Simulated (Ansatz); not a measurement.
# C₂H₈N₂Si: a ladder of functionals and wavefunction methods

An exercise on one series of results from a longer session: the logs are not shown, and one member is left open.

Program: Ansatz 0.2.0, Gaussian basis. Level of theory: functionals in def2-TZVPP, the program's frozen cores in correlated methods. These are calculated values, not measurements.

Plan: PBE-D4, r2SCAN-D4, PBE0-D4, B3LYP-D4, ωB97X-V, ωB97M-V, B2PLYP; CCSD(T)/def2-TZVPP; MP2/def2-QZVPP; extrapolation to the limit.

**The relaxed structure**

The geometry comes from an earlier relaxation with PBE0-D4 in a triple-zeta def2 set; it is a stationary point, not always the lowest conformer.

SMILES `NC(N)=C[SiH3]`, 13 atoms, charge 0, spin multiplicity 1.

Atoms are counted from 1 here; the program's logs count them from 0.

Bond lengths: N1–C2 1.384 Å, N1–H6 1.009 Å, N1–H7 1.007 Å, C2–N3 1.382 Å, C2–C4 1.354 Å, N3–H8 1.009 Å, N3–H9 1.008 Å, C4–Si5 1.828 Å, C4–H10 1.087 Å, Si5–H11 1.491 Å, Si5–H12 1.496 Å, Si5–H13 1.492 Å. Angles: C2–N1–H6 114.4°, C2–N1–H7 114.2°, H6–N1–H7 112.6°, N1–C2–N3 111.5°, N1–C2–C4 123.4°, N3–C2–C4 125.1°, C2–N3–H8 113.9°, C2–N3–H9 114.3°, H8–N3–H9 112.4°, C2–C4–Si5 126.6°, C2–C4–H10 115.8°, Si5–C4–H10 117.6°, C4–Si5–H11 112.0°, C4–Si5–H12 110.3°, C4–Si5–H13 113.8°, H11–Si5–H12 107.6°, H11–Si5–H13 106.4°, H12–Si5–H13 106.4°.

Set-up of the first run:

File in.yaml:

```yaml
crystal:
  periodic: [false, false, false]
  atoms:
    - {symbol: N, position_ang: [-1.158813, 1.802761, 0.274830]}
    - {symbol: C, position_ang: [-0.480156, 0.596823, 0.280385]}
    - {symbol: N, position_ang: [-0.944587, -0.239811, 1.277085]}
    - {symbol: C, position_ang: [0.510298, 0.294562, -0.592067]}
    - {symbol: Si, position_ang: [1.300479, -1.337944, -0.821392]}
    - {symbol: H, position_ang: [-1.352779, 2.175553, 1.192488]}
    - {symbol: H, position_ang: [-0.772089, 2.491405, -0.349189]}
    - {symbol: H, position_ang: [-1.947059, -0.220451, 1.393569]}
    - {symbol: H, position_ang: [-0.581002, -1.179012, 1.232524]}
    - {symbol: H, position_ang: [0.856553, 1.114207, -1.216305]}
    - {symbol: H, position_ang: [1.355773, -1.734218, -2.257205]}
    - {symbol: H, position_ang: [0.533136, -2.392934, -0.089172]}
    - {symbol: H, position_ang: [2.700747, -1.405641, -0.310749]}
basis:
  gaussian: {orbitals: def2-TZVPP}
hamiltonian: {xc: pbe, dispersion: d4}
output: {forces: true, orbitals: {seedname: orbitals}}
```

The run is started by

```console
ansatz run in.yaml --threads 4 --pin off --events-out ev --progress --plain --max-ram 10444MiB
```

Steps of the session up to this table: PBE-D4 (GGA); r2SCAN-D4 (meta-GGA); PBE0-D4 (hybrid); B3LYP-D4 (hybrid); ωB97X-V (range-separated); ωB97M-V (range-separated); B2PLYP (double hybrid); CCSD(T) in def2-TZVPP; MP2 in def2-QZVPP.

One table of the session follows, with a row left open; its other results are not shown here.

```
            method  atomisation energy (kJ/mol)
            PBE-D4                       4832.1
         r2SCAN-D4                       4718.2
           PBE0-D4                       4738.8
          B3LYP-D4                       4748.0
           ωB97X-V                       4745.9
           ωB97M-V                       4744.0
            B2PLYP                       4676.0
     HF/def2-TZVPP                            ?
    MP2/def2-TZVPP                       4624.2
   CCSD/def2-TZVPP                       4501.1
CCSD(T)/def2-TZVPP                       4574.1
           MP2/CBS                       4763.1
       CCSD(T)/CBS                       4713.1
```

Estimate the missing values for HF/def2-TZVPP.

As computed: atomisation energy (kJ/mol): 3314.4. In the column «atomisation energy (kJ/mol)» it is the lowest.

To keep in mind: Free atoms (2 N, 2 C, 1 Si, 8 H) were run apart at each level; the atomisation energy is their sum less the molecule, without zero-point or spin-orbit terms.
